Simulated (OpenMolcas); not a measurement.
**A workflow on InH2O (SMILES [O][InH2])**

We compute a series of 8 runs (UHF/ANO-RCC-MB, CASSCF(3,3)/ANO-RCC-VDZP, MC-PDFT[trevPBE](3,3)/ANO-RCC-VDZP, PC-NEVPT2(3,3)/ANO-RCC-VDZP, CASPT2[IPEA 0](3,3)/ANO-RCC-VDZP, MC-PDFT[tBLYP](3,3)/ANO-RCC-VDZP) of InH2O. 

Program for the calculation: OpenMolcas 26.06.

## Step 1: Starting point

InH2O: 4 atoms, total charge 0, spin state doublet. SMILES: `[O][InH2]`. The shape comes from GFN2-xTB, which is rough for such elements, and wasn't checked as a minimum.

Bond lengths: O1–In2 1.844 Å, In2–H3 1.709 Å, In2–H4 1.759 Å. Angles: O1–In2–H3 148.1°, O1–In2–H4 88.1°, H3–In2–H4 123.8°.

## Step 2: A single-point energy at UHF/ANO-RCC-MB (DKH2) (run 1)

struct.xyz reads:

```xyz
4

O     -1.716450    -0.043900    -0.307100
In     0.071670    -0.198700     0.117210
H      1.316470    -1.121360     0.837370
H      0.328310     1.363960    -0.647480
```

step1.input reads:

```
* H2InO Hartree-Fock

&GATEWAY
 Coord=struct.xyz
 Basis=ANO-RCC-MB
 Group=NoSym

&SEWARD

&SCF
 UHF
 Spin=2
 PrOrbitals=1 1
```

Command:

```bash
$ export MOLCAS_MEM=1860
$ pymolcas step1.input > step1.log
```

Output:

```text
--- Start Module: gateway ---
[...]
--- Stop Module: gateway /rc=_RC_ALL_IS_WELL_ ---
--- Start Module: seward ---
[...]
      Basis functions           34
--- Stop Module: seward /rc=_RC_ALL_IS_WELL_ ---
[...]
--- Start Module: scf ---
[...]
       Convergence after  18 Iterations
[...]
::    Total SCF energy                              -5952.9974119306
[...]
      Total spin, S                                     0.5086158685
[...]
      Total electronic charge=   59.000000
      Total            charge=   -0.000000
[...]
      Dipole Moment (debye):
      Origin of the operator (angstrom)=   -0.1321   -0.1752    0.0658
                   X=  1.5723E+00               Y= -1.4989E+00               Z=  1.0827E+00           Total=  2.4272E+00
      Quadrupole Moment (debye*angstrom):
[...]
--- Stop Module: scf /rc=_RC_ALL_IS_WELL_ ---
[...]
```

It took 4.2 s on 1 thread of Arm Neoverse V1, shared host; peak memory 0.41 GiB.

## Step 3: The excited states at CASSCF(3,3)/ANO-RCC-VDZP (DKH2, 6 states averaged) (run 2)

struct.xyz is that of step 2.

step2.inp reads:

```
* H2InO CASSCF
>>> EXPORT MOLCAS_PRINT=2

&GATEWAY
 Coord
 struct.xyz
 Basis
 ANO-RCC-MB
 Group
 NoSym

&SEWARD

&RASSCF
 FileOrb
 $CurrDir/step1.UnaOrb
 Alter
 2
 1 27 29
 1 31 33
 Spin
 2
 Nactel
 3 0 0
 Inactive
 28
 Ras2
 3
 CIRoot
 6 6 1
 OrbListing
 Nothing
>>> COPY $Project.RunFile RUNFIL1
>>> COPY $Project.RasOrb INPORB

&GATEWAY
 Coord
 struct.xyz
 Basis
 ANO-RCC-VDZP
 Group
 NoSym

&SEWARD
>>> COPY $Project.RunFile RUNFIL2

&EXPBAS

&RASSCF
 FileOrb
 $Project.ExpOrb
 Spin
 2
 Nactel
 3 0 0
 Inactive
 28
 Ras2
 3
 CIRoot
 6 6 1
 OrbListing
 Nothing
```

Command:

```bash
$ export MOLCAS_MEM=1860
$ pymolcas step2.inp > step2.log
```

Output:

```text
--- Start Module: gateway ---
[...]
--- Stop Module: gateway /rc=_RC_ALL_IS_WELL_ ---
[...]
      Basis functions           34
[...]
      Number of active orbitals                  3
[...]
      Spin quantum number                      0.5
[...]
      Active orbitals                            3
[...]
      Number of CSFs                             8
[...]
      Number of root(s) required                 6
[...]
      Convergence after 55 iterations
[...]
      printout of CI-coefficients larger than  0.05 for root  1
      energy=   -5952.978848
      conf/sym  111     Coeff  Weight
             1  2u0   0.85418 0.72962
             4  udu   0.15722 0.02472
             6  uud  -0.49534 0.24536
[...]
      Natural orbitals and occupation numbers for root  1
      sym 1:   1.944895   1.000000   0.055105
      Natural orbitals and occupation numbers for root  2
      sym 1:   1.004727   1.989928   0.005345
      Natural orbitals and occupation numbers for root  3
      sym 1:   1.171508   1.000000   0.828492
[...]
::    RASSCF root number  1 Total energy:  -5952.97884760
::    RASSCF root number  2 Total energy:  -5952.94216764
[...]
      Basis functions           67
[...]
--- Start Module: expbas ---
[...]
--- Stop Module: expbas /rc=_RC_ALL_IS_WELL_ ---
--- Start Module: rasscf ---
[...]
      Convergence after 18 iterations
[...]
      Natural orbitals and occupation numbers for root  3
      sym 1:   1.247026   1.000000   0.752974
      Natural orbitals and occupation numbers for root  4
      sym 1:   1.801836   0.205265   0.992899
      Natural orbitals and occupation numbers for root  5
      sym 1:   1.321406   1.000000   0.678594
      Natural orbitals and occupation numbers for root  6
      sym 1:   0.201124   1.798003   1.000873
      ************************************************************************************************************************
      *                                                    Final results                                                     *
[...]
::    RASSCF root number  3 Total energy:  -5952.85836596
::    RASSCF root number  4 Total energy:  -5952.83329355
::    RASSCF root number  5 Total energy:  -5952.80977641
::    RASSCF root number  6 Total energy:  -5952.72536895
[...]
      Total electronic charge=   59.000000
      Total            charge=   -0.000000
[...]
      Dipole Moment (debye):
      Origin of the operator (angstrom)=   -0.1321   -0.1752    0.0658
                   X= -4.6777E+00               Y= -1.3764E+00               Z= -1.7961E-01           Total=  4.8794E+00
      Quadrupole Moment (debye*angstrom):
[...]
--- Stop Module: rasscf /rc=_RC_ALL_IS_WELL_ ---
[...]
```

Run time: 21 s. Hardware: 1 thread of Arm Neoverse V1, shared host; peak memory 0.45 GiB.

The roots found:

| excited state | energy (eV) |
| --- | --- |
| 1 | 0.244 |
| 2 | 4.863 |
| 3 | 5.546 |
| 4 | 6.186 |
| 5 | 8.482 |

Runs 3 to 6 aren't shown in full; the table further down has their settings and results.

## Step 4: Energy and forces at CASSCF(3,3)/ANO-RCC-VDZP (DKH2, root 4, 6 states averaged) (run 7)

struct.xyz is that of step 3.

step7.input reads:

```
* H2InO CASSCF

&GATEWAY
  Coord=struct.xyz
  Basis=ANO-RCC-VDZP
  Group=NoSym

&SEWARD

&RASSCF
  FileOrb=$CurrDir/step2.RasOrb
  Spin=2
  Nactel=3 0 0
  Inactive=28
  Ras2=3
  CIRoot=6 6 1
  RlxRoot=4
  OrbListing=Nothing

&ALASKA
```

Command:

```bash
$ export MOLCAS_MEM=1860
$ pymolcas step7.input > step7.log
```

Output:

```text
--- Start Module: gateway ---
[...]
--- Stop Module: gateway /rc=_RC_ALL_IS_WELL_ ---
[...]
      Basis functions           67
[...]
      Number of active orbitals                  3
[...]
      Spin quantum number                      0.5
[...]
      Active orbitals                            3
[...]
      Number of CSFs                             8
[...]
      Number of root(s) required                 6
[...]
      Convergence after  4 iterations
[...]
      printout of CI-coefficients larger than  0.05 for root  1
      energy=   -5953.037092
      conf/sym  111     Coeff  Weight
             1  2u0   0.90683 0.82234
             4  udu   0.13696 0.01876
             6  uud  -0.39842 0.15874
[...]
      Natural orbitals and occupation numbers for root  1
      sym 1:   1.974405   1.000000   0.025595
      Natural orbitals and occupation numbers for root  2
      sym 1:   1.001645   1.996579   0.001776
      Natural orbitals and occupation numbers for root  3
      sym 1:   1.247028   1.000000   0.752972
      Natural orbitals and occupation numbers for root  4
      sym 1:   1.801834   0.205267   0.992899
      Natural orbitals and occupation numbers for root  5
      sym 1:   1.321404   1.000000   0.678596
      Natural orbitals and occupation numbers for root  6
      sym 1:   0.201126   1.798002   1.000873
      ************************************************************************************************************************
      *                                                    Final results                                                     *
[...]
::    RASSCF root number  1 Total energy:  -5953.03709157
::    RASSCF root number  2 Total energy:  -5953.02812525
::    RASSCF root number  3 Total energy:  -5952.85836616
::    RASSCF root number  4 Total energy:  -5952.83329355
::    RASSCF root number  5 Total energy:  -5952.80977662
::    RASSCF root number  6 Total energy:  -5952.72536920
[...]
      Total electronic charge=   59.000000
      Total            charge=   -0.000000
[...]
--- Start Module: mclr ---
[...]
      Dipole Moment (debye):
      Origin of the operator (angstrom)=   -0.1321   -0.1752    0.0658
                   X= -9.8989E-01               Y= -2.3893E-01               Z= -6.5644E-02           Total=  1.0204E+00
      Quadrupole Moment (debye*angstrom):
[...]
--- Stop Module: mclr /rc=_RC_ALL_IS_WELL_ ---
[...]
--- Start Module: alaska ---
[...]
--- Stop Module: alaska /rc=_RC_ALL_IS_WELL_ ---
[...]
```

Wall time 36 s (1 thread of Arm Neoverse V1, shared host); peak memory 0.48 GiB.

The roots found:

| excited state | energy (eV) |
| --- | --- |
| 1 | 0.244 |
| 2 | 4.863 |
| 3 | 5.546 |
| 4 | 6.186 |
| 5 | 8.482 |

## Step 5: The excited states at MC-PDFT[tBLYP](3,3)/ANO-RCC-VDZP (DKH2, 6 states averaged) (run 8)

struct.xyz is that of step 4.

step8.input reads:

```
* H2InO MC-PDFT
&gateway
coord = struct.xyz
basis = ANO-RCC-VDZP
group = NoSym
&seward
gridinput
Grid=UltraFine
End of Grid
&rasscf
fileorb = $CurrDir/step2.RasOrb
spin = 2
nactel = 3 0 0
inactive = 28
ras2 = 3
ciroot = 6 6 1
orblisting = Nothing
cmsi
&mcpdft
ksdft = T:BLYP
mspdft
```

Command:

```bash
$ export MOLCAS_MEM=1860
$ pymolcas step8.input > step8.log
```

Output:

```text
--- Start Module: gateway ---
[...]
--- Stop Module: gateway /rc=_RC_ALL_IS_WELL_ ---
[...]
      Basis functions           67
[...]
--- Start Module: rasscf ---
[...]
      Number of active orbitals                  3
[...]
      Spin quantum number                      0.5
[...]
      Active orbitals                            3
[...]
      Number of CSFs                             8
[...]
      Number of root(s) required                 6
[...]
      Convergence after  4 iterations
[...]
      printout of CI-coefficients larger than  0.05 for root  1
      energy=   -5952.976516
      conf/sym  111     Coeff  Weight
             1  2u0   0.98974 0.97959
             4  udu  -0.07202 0.00519
             6  uud   0.12319 0.01518
[...]
      Natural orbitals and occupation numbers for root  1
      sym 1:   1.999441   1.000000   0.000559
      Natural orbitals and occupation numbers for root  2
      sym 1:   1.000001   1.999997   0.000002
      Natural orbitals and occupation numbers for root  3
      sym 1:   1.934295   0.065989   0.999716
      Natural orbitals and occupation numbers for root  4
      sym 1:   1.938845   0.061463   0.999691
      Natural orbitals and occupation numbers for root  5
      sym 1:   1.133630   1.000000   0.866370
      Natural orbitals and occupation numbers for root  6
      sym 1:   0.045556   1.954358   1.000086
      ************************************************************************************************************************
      *                                                    Final results                                                     *
[...]
::    RASSCF root number  1 Total energy:  -5952.97651552
::    RASSCF root number  2 Total energy:  -5953.01136704
[...]
      Total electronic charge=   59.000000
      Total            charge=   -0.000000
[...]
      Dipole Moment (debye):
      Origin of the operator (angstrom)=   -0.1321   -0.1752    0.0658
                   X= -5.1169E+00               Y= -1.4504E+00               Z= -2.3570E-01           Total=  5.3237E+00
      Quadrupole Moment (debye*angstrom):
[...]
--- Stop Module: rasscf /rc=_RC_ALL_IS_WELL_ ---
[...]
--- Start Module: mcpdft ---
[...]
::    MSPDFT root number  3 Total energy:  -5956.10591930
::    MSPDFT root number  4 Total energy:  -5956.09640418
::    MSPDFT root number  5 Total energy:  -5956.07073915
::    MSPDFT root number  6 Total energy:  -5955.96364259
[...]
--- Stop Module: mcpdft /rc=_RC_ALL_IS_WELL_ ---
[...]
```

Wall time 22 s (1 thread of Arm Neoverse V1, shared host); peak memory 0.45 GiB.

The roots found:

```csv
excited state,energy (eV)
1,0.832
2,5.104
3,5.363
4,6.061
5,8.975
```

## Step 6: Overview of the runs

```
run                                                                                        level        task  active rule   energy (Eh)  dipole moment (D) of the reference  wall time
  1                                                                        UHF/ANO-RCC-MB (DKH2)      energy            –  -5952.997412                                2.43      4.2 s
  2                                           CASSCF(3,3)/ANO-RCC-VDZP (DKH2, 6 states averaged)     excited    bond pair  -5953.037092                                3.71       21 s
  3                                 MC-PDFT[trevPBE](3,3)/ANO-RCC-VDZP (DKH2, 6 states averaged)     excited    bond pair  -5955.954003                                3.71       22 s
  4              PC-NEVPT2(3,3)/ANO-RCC-VDZP (DKH2, pt2 variant QD-PC-NEVPT2, 6 states averaged)     excited    bond pair  -5953.684381                                3.71       12 s
  5    CASSCF(3,3)/ANO-RCC-VDZP (DKH2, 6 states averaged, second multiplicity 4, second roots 1)  spin-orbit    bond pair  -5953.037092                                   –       15 s
  6  CASPT2[IPEA 0](3,3)/ANO-RCC-VDZP (DKH2, ipea shift 0 Eh, pt2 variant MS, 6 states averaged)     excited    bond pair  -5953.677869                                3.71       14 s
  7                                   CASSCF(3,3)/ANO-RCC-VDZP (DKH2, root 4, 6 states averaged)    gradient    bond pair  -5952.833294                                   –       36 s
  8                                   MC-PDFT[tBLYP](3,3)/ANO-RCC-VDZP (DKH2, 6 states averaged)     excited    bond pair  -5956.293482                                   –       22 s
```

## Step 7: What came out

| quantity | value |
| --- | --- |
| run 8, MC-PDFT[tBLYP](3,3)/ANO-RCC-VDZP: energy of the lowest of 6 roots | -5956.29348 Eh |
| run 8, MC-PDFT[tBLYP](3,3)/ANO-RCC-VDZP: lowest excitation energy within this active space | 0.83 eV |

In words: In run 1 the basis is minimal, so the values are rough. All runs together took 2.4 min, the longest 36 s.
